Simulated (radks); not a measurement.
# Hf⁴⁺ in [Kr] 4d10 4f14 5s2 5p5.5 6p0.5: an all-electron calculation

What are the levels of the hafnium ion Hf4+, how large are its shells, and how does its energy divide?

Method: scalar-relativistic Kohn-Sham, r2SCAN, spin-polarised, spherical densities, finite nucleus; open shells are filled with parallel spins first. Code: radks (a radial shooting solver on a logarithmic mesh, Libxc functionals) version 1.

## 1. Starting point

- element: hafnium (Z = 72)
- charge: +4
- electrons: 68
- configuration: [Kr] 4d10 4f14 5s2 5p5.5 6p0.5
- nuclear rms radius: 5.347 fm

## 2. The run

Settings of this run:

```text
Z 72
configuration [Kr] 4d10 4f14 5s2 5p5.5 6p0.5 6s0 5d0 5f0 7p0
relativity scalar-relativistic
functional r2scan,r2scan
spin polarised
nucleus finite rms 5.347 fm
c 137.035999084
```

Command:

```
$ python run_ks.py task.json out
```

The same process makes all the runs of this session.

What does the calculation give?

The runs gave:

| quantity | value |
| --- | --- |
| total energy | -15074.0396 hartree |
| exchange-correlation share of it | 2.03 % |
| −T/E | 1.0954 |
| highest occupied level | 6p up, -28.753 eV |
| most extended occupied level | 6p up, <r> = 3.07 bohr |
| radius at density 0.001 e/bohr³ | 3.65 bohr |
| maxima of the radial density | 4 |

6 principal shells are occupied and 4 maxima appear in the radial density; where shells overlap, one shows as a shoulder or not at all. Relativity lifts −T/E to 1.095. This is not the tabulated ground configuration, so its levels and sizes aren't those of the ground state, and no measured value stands beside it.
